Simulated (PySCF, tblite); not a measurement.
# C₇H₃F₃S₂: excited states

Aim: compute the excited states of C₇H₃F₃S₂ (`FC(F)(F)c1cc2sccc2s1`).

Programs: tblite 0.8.0 and PySCF 2.14.0, with routines of our own; each step states its level. All values are computed. Atoms count from 0.

### Step 1. The system as given

15 atoms, charge 0, multiplicity 1; geometry from: force field or distance geometry start.

### Step 2. Geometry optimisation with GFN2-xTB

Job settings and geometry (Å):

```
{"job": {"kind": "relax", "xc": "GFN2-xTB", "basis": "xTB"}, "charge": 0, "multiplicity": 1}
F      3.407600    -1.183200     0.539400
C      2.874200     0.061400     0.326600
F      3.510000     0.558400    -0.758900
F      3.259100     0.837000     1.376900
C      1.392300     0.023700     0.174100
C      0.653200     0.435000    -0.932300
C     -0.739400     0.251800    -0.718800
S     -2.175300     0.548200    -1.648900
C     -3.140900    -0.065200    -0.371300
C     -2.429200    -0.474800     0.729400
C     -1.029000    -0.288200     0.508200
S      0.411400    -0.583000     1.446400
H      1.086200     0.847700    -1.824600
H     -4.216600    -0.086400    -0.495800
H     -2.867900    -0.874300     1.627600
```

Started as:

```console
> OMP_NUM_THREADS=1 python excited_run.py task.json out
```

One launch serves the whole session: the jobs run in the order shown.

Output:

```text
step      E/eV     max force
  0   -1012.19291    1.592
  1   -1012.25592    0.749
  2   -1012.27119    0.285
  3   -1012.27707    0.187
  4   -1012.28054    0.146
  5   -1012.28263    0.149
  6   -1012.28449    0.134
  7   -1012.28622    0.110
  8   -1012.28723    0.081
  9   -1012.28766    0.041
 10   -1012.28784    0.031
 11   -1012.28794    0.032
 12   -1012.28801    0.027
 13   -1012.28808    0.031
 14   -1012.28816    0.029
 15   -1012.28824    0.023
 16   -1012.28828    0.013
 17   -1012.28830    0.014
 18   -1012.28832    0.014
 19   -1012.28834    0.014
 20   -1012.28835    0.013
 21   -1012.28837    0.017
 22   -1012.28839    0.019
 23   -1012.28841    0.012
 24   -1012.28842    0.008
```

Run time: 0.37 s. Hardware: 1 thread of Arm Neoverse N1, shared host; peak memory 0.18 GiB.

Along the way:

```tsv
step	energy from step 0 (eV)	largest force (eV/Å)
0	0.0000	1.5924
1	-0.0630	0.7488
2	-0.0783	0.2853
3	-0.0842	0.1867
4	-0.0876	0.1456
5	-0.0897	0.1489
6	-0.0916	0.1344
7	-0.0933	0.1099
8	-0.0943	0.0815
9	-0.0947	0.0411
10	-0.0949	0.0313
11	-0.0950	0.0316
12	-0.0951	0.0275
13	-0.0952	0.0310
14	-0.0952	0.0293
15	-0.0953	0.0230
16	-0.0954	0.0132
17	-0.0954	0.0144
18	-0.0954	0.0139
19	-0.0954	0.0142
20	-0.0954	0.0130
21	-0.0955	0.0175
22	-0.0955	0.0188
23	-0.0955	0.0121
24	-0.0955	0.0081
```

Close pairs (by a distance rule), those that changed most:

```tsv
bond	before (Å)	after (Å)	change (Å)
C4–C5	1.393	1.365	-0.028
F0–C1	1.371	1.346	-0.025
C4–S11	1.717	1.741	+0.024
C6–C10	1.371	1.393	+0.021
C9–C10	1.430	1.410	-0.020
C10–S11	1.744	1.725	-0.019
C8–C9	1.373	1.358	-0.015
C5–C6	1.421	1.405	-0.015
```

The next job starts from the end point, and lists it.

### Step 3. Harmonic vibrations with GFN2-xTB

Job settings and geometry (Å):

```
{"job": {"kind": "ir", "xc": "GFN2-xTB", "basis": "xTB"}, "charge": 0, "multiplicity": 1}
F      3.383109    -1.155713     0.534414
C      2.848264     0.061107     0.322521
F      3.452091     0.557131    -0.766764
F      3.247033     0.821783     1.358869
C      1.370940     0.025141     0.164656
C      0.661982     0.435749    -0.927163
C     -0.716071     0.253395    -0.720275
S     -2.141856     0.545735    -1.648165
C     -3.121186    -0.063560    -0.359798
C     -2.414476    -0.472166     0.725193
C     -1.031343    -0.291587     0.522199
S      0.384574    -0.588996     1.461422
H      1.108833     0.840778    -1.816216
H     -4.185023    -0.082193    -0.490570
H     -2.851284    -0.878614     1.617764
```

Output:

```text
mode    cm-1     km/mol
  1      13.1      0.08
  2      78.6      0.39
  3     118.9      1.16
  4     190.7      0.86
  5     207.6      0.03
  6     268.7      7.86
  7     308.0      1.90
  8     341.2      1.08
  9     388.2      6.64
 10     431.3      3.27
 11     460.2      0.13
 12     470.3      0.28
 13     500.1      5.00
 14     569.0     22.38
 15     570.2      6.69
 16     593.6      0.19
 17     623.8     20.43
 18     708.2      2.52
 19     753.7     17.54
 20     778.2      9.03
 21     820.4      6.50
 22     821.8      7.07
 23     826.2     11.22
 24     895.4     19.40
 25     977.0     57.89
 26    1022.8    304.30
 27    1057.0    214.06
 28    1076.3      3.27
 29    1132.9     53.59
 30    1159.8     32.55
 31    1209.8    317.81
 32    1333.7     19.34
 33    1368.5     40.00
 34    1436.4     10.80
 35    1488.0     37.55
 36    1526.0     38.81
 37    3147.5      0.16
 38    3148.9      1.32
 39    3166.7      1.51
```

Wall time 1.3 s (1 thread of Arm Neoverse N1, shared host); peak memory 0.18 GiB.

The strongest bands and the atoms that carry them (share of the mass-weighted mode):

```tsv
cm⁻¹	km/mol	atoms
977	57.9	C4 30 %, C1 14 %
1023	304.3	C1 74 %, F3 12 %, F0 12 %
1057	214.1	C1 75 %, F2 14 %
1133	53.6	H12 59 %
1210	317.8	C1 48 %, C4 35 %
1368	40.0	C6 27 %, C10 22 %, C5 22 %, C9 19 %
1488	37.5	C9 44 %, C8 39 %
1526	38.8	C4 49 %, C5 36 %
```

### Step 4. Excited states: TDA wB97X-D/def2-SVP

Settings changed since step 3:

```diff
@@ -1,2 +1,2 @@
-{"job": {"kind": "ir", "xc": "GFN2-xTB", "basis": "xTB"}, "charge": 0, "multiplicity": 1}
+{"job": {"kind": "states", "xc": "wB97X-D", "basis": "def2-SVP", "tda": true, "soc": true, "nstates": 5, "ntriplets": 5, "nquad": 4}, "charge": 0, "multiplicity": 1}
 F      3.383109    -1.155713     0.534414
```

Method: TDA wB97X-D/def2-SVP excited states, vertical, gas phase, spin-orbit mean-field couplings.

Output:

```text
coarse grid: 15968 points
cycle   1  E = -1363.2492192639  dE =  2.942e+00  |g| = 9.879e-01  |ddm| = 4.964e+00
cycle   2  E = -1363.2308837091  dE =  1.834e-02  |g| = 1.136e+00  |ddm| = 1.668e+00
cycle   3  E = -1363.4400920417  dE = -2.092e-01  |g| = 7.637e-02  |ddm| = 8.608e-01
cycle   4  E = -1363.4411046217  dE = -1.013e-03  |g| = 4.617e-02  |ddm| = 1.360e-01
cycle   5  E = -1363.4416459404  dE = -5.413e-04  |g| = 1.182e-02  |ddm| = 6.380e-02
cycle   6  E = -1363.4416818616  dE = -3.592e-05  |g| = 2.742e-03  |ddm| = 1.700e-02
cycle   7  E = -1363.4416841093  dE = -2.248e-06  |g| = 1.081e-03  |ddm| = 5.047e-03
final grid: 152880 points
cycle   8  E = -1363.5957619084  dE = -1.243e-04  |g| = 9.676e-03  |ddm| = 6.263e-02
cycle   9  E = -1363.5957649780  dE = -3.070e-06  |g| = 9.061e-03  |ddm| = 1.891e-02
cycle  10  E = -1363.5957795677  dE = -1.459e-05  |g| = 9.941e-04  |ddm| = 8.508e-03
cycle  11  E = -1363.5957797965  dE = -2.289e-07  |g| = 3.152e-04  |ddm| = 1.452e-03
cycle  12  E = -1363.5957798219  dE = -2.540e-08  |g| = 1.388e-04  |ddm| = 5.378e-04
cycle  13  E = -1363.5957798273  dE = -5.350e-09  |g| = 2.569e-05  |ddm| = 1.885e-04
cycle  14  E = -1363.5957798276  dE = -3.583e-10  |g| = 1.326e-05  |ddm| = 6.896e-05
converged SCF energy = -1363.5957798276

Singlet excitations
state   eV       nm        f     d(h-e)  d(exc)  Lambda  PR(NTO)  |dmu|/D   mu/D   main configurations
  1   5.2326   236.9   0.37773   0.444   3.239   0.847   1.185    1.233    4.486   H->L 0.85
  2   5.3559   231.5   0.18676   0.302   3.070   0.833   1.189    0.818    4.070   H-1->L 0.85
  3   6.1932   200.2   0.00002   0.546   2.955   0.510   1.117    1.301    4.261   H->L+2 0.69, H-1->L+2 0.21
  4   6.3713   194.6   0.00008   0.687   3.001   0.534   1.052    1.331    4.152   H-1->L+2 0.71, H->L+2 0.24
  5   6.5150   190.3   0.00172   0.152   3.180   0.810   2.045                     H-2->L 0.52, H->L+1 0.22, H-1->L+1 0.22

Triplet excitations (Tamm-Dancoff)
state   eV     d(h-e)  d(exc)  Lambda  PR(NTO)   main configurations
  1   3.3082   0.096   2.892   0.854   1.128   H->L 0.81, H-1->L 0.12
  2   3.9624   0.189   3.023   0.845   1.062   H-1->L 0.84, H->L 0.12
  3   4.6824   0.085   2.406   0.844   1.988   H->L+1 0.54, H-2->L 0.37
  4   5.6718   0.160   2.691   0.773   1.782   H-1->L+1 0.61, H-2->L 0.20, H-4->L 0.12
  5   5.8376   0.428   2.803   0.516   1.175   H->L+2 0.50, H-1->L+2 0.36
S1 - T1 = 1.9244 eV

Spin-orbit couplings |<S|Hso|T>| (cm-1)
             T1       T2       T3       T4       T5
S0        0.826    1.071    0.112    0.701  175.533
S1        0.298    0.514    0.173    0.292   15.167
S2        0.542    0.540    0.249    0.327   12.251
S3       11.503   13.102   27.278   11.594    0.562
S4       14.184    7.644   11.713   29.879    0.875
S5        0.323    0.145    0.334    0.111   20.256
T1 sublevels (cm-1): 0.000 0.011 0.011   radiative rates (1/s): 0.0207 0.0613 0.00964
```

Wall time 85 s (1 thread of Arm Neoverse N1, shared host); peak memory 0.88 GiB.

In short:

```tsv
quantity	value
S1 less T1	1.92 eV
```

### Step 5. Results

| quantity | value |
| --- | --- |
| strongest single infrared mode (GFN2-xTB) | 1210 cm⁻¹, 318 km/mol |
| zero-point energy (GFN2-xTB) | 51.4 kcal/mol |
| S1 less T1 (step 4, TDA wB97X-D/def2-SVP) | 1.92 eV |

What this shows: No mode is imaginary among the 39: a minimum at this level. The strongest single mode, at 1210 cm⁻¹, moves mainly C1 and C4. Unscaled tight-binding wavenumbers are off by several per cent, some by more. Its intensities can rank the bands wrongly. In step 4, the number of triplets below S1 is 3, and the largest singlet-triplet spin-orbit coupling is S0–T5, 175.53 cm⁻¹.
